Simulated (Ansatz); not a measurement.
**MnGa3: magnetic states**

One table from this session's results is given with a row withheld; the runs are named, their logs left out.

Computed with Ansatz 0.2.0 (DFT PBE, scalar-relativistic, plane waves, PAW, unless a step's input says otherwise).

**The system as given**

The structure is cubic, space group Fm-3m (No. 225). Conventional cell: a = 6.116 Å, b = 6.116 Å, c = 6.116 Å, α = 90.00°, β = 90.00°, γ = 90.00°. Around Ga (site symmetry -43m) lie 4 Ga at 2.65 Å and 4 Mn at 2.65 Å. Ga (site symmetry m-3m) is surrounded by 8 Ga at 2.65 Å. Mn (site symmetry m-3m) is surrounded by 8 Ga at 2.65 Å.

Coordinates:

```cif
data_structure
_symmetry_space_group_name_H-M 'Fm-3m'
_symmetry_Int_Tables_number 225
_cell_length_a 6.1163
_cell_length_b 6.1163
_cell_length_c 6.1163
_cell_angle_alpha 90.000
_cell_angle_beta 90.000
_cell_angle_gamma 90.000
_cell_volume 228.80
loop_
_atom_site_label
_atom_site_type_symbol
_atom_site_symmetry_multiplicity
_atom_site_Wyckoff_symbol
_atom_site_fract_x
_atom_site_fract_y
_atom_site_fract_z
_atom_site_occupancy
Ga1 Ga 8 c 0.25000 0.75000 0.75000 1
Ga2 Ga 4 b 0.50000 0.00000 0.00000 1
Mn1 Mn 4 a 0.00000 0.00000 0.00000 1
```

The structure is invented: a known structure type filled with these elements, not a reported compound.

The first run:

(A quick probe on a coarse mesh, which set the mesh and smearing, is not shown.)

Contents of input.yaml:

```yaml
crystal:
  lattice:
    - [0.0, 3.0581257835, 3.0581257835]
    - [3.0581257835, 0.0, 3.0581257835]
    - [3.0581257835, 3.0581257835, 0.0]
  atoms:
    - { symbol: Ga, position: [0.25, 0.25, 0.25] }
    - { symbol: Ga, position: [0.75, 0.75, 0.75] }
    - { symbol: Ga, position: [0.5, 0.5, 0.5] }
    - { symbol: Mn, position: [0.0, 0.0, 0.0], spin: 3.19 }
basis:
  ecutwfc: 420
kpoints:
  mp_grid: { grid: [6, 6, 6] }
hamiltonian:
  xc: pbe
scf:
  occupations: { method: gaussian, width: 0.1 }
output:
  forces: true
  stress: true
  eigenvalues: true
  populations: true
magnetization:
  spin_polarized: true
relax:
  adjacent_minimum: "off"
  f_tol: 0.05
  max_steps: 80
  cell: { stress_tol: 0.5 }
```

Command:

```bash
$ ansatz run input.yaml --threads 1 --pin off --max-ram 2560MiB --backend cpu --events-out ev --progress --plain --runs-dir out
```

Steps of the session up to this table: Coarse relaxation; Relaxing cell and atoms; Start: no spin polarisation; Start: ferromagnetic; Start: large parallel starting moments; Magnetic start: antiferromagnetic, doubled cell, propagation vector (0, 0, 1/2); Magnetic start: antiferromagnetic, doubled cell, propagation vector (0, 1/2, 1/2); Magnetic start: small parallel starting moments.

One of the session's tables, all rows but one given; the rest of the session is left out.

It belongs to the step «The magnetic starts in order of energy». 

```
                                                            start  energy above the lowest (meV/atom)  pressure (GPa)
  antiferromagnetic, doubled cell, propagation vector (0, 0, 1/2)                                0.00            -0.3
antiferromagnetic, doubled cell, propagation vector (0, 1/2, 1/2)                                   ?               ?
                                                    ferromagnetic                                5.38             0.0
                                  large parallel starting moments                                5.38             0.0
                                  small parallel starting moments                                5.38             0.0
                                                          no spin                                 300            -8.8
```

Q: Estimate the row for antiferromagnetic, doubled cell, propagation vector (0, 1/2, 1/2) from the others.

**Answer.** energy above the lowest (meV/atom): 1.03; pressure (GPa): -0.3. In the column «energy above the lowest (meV/atom)» it lies between antiferromagnetic, doubled cell, propagation vector (0, 0, 1/2) (0.00) and ferromagnetic (5.38).
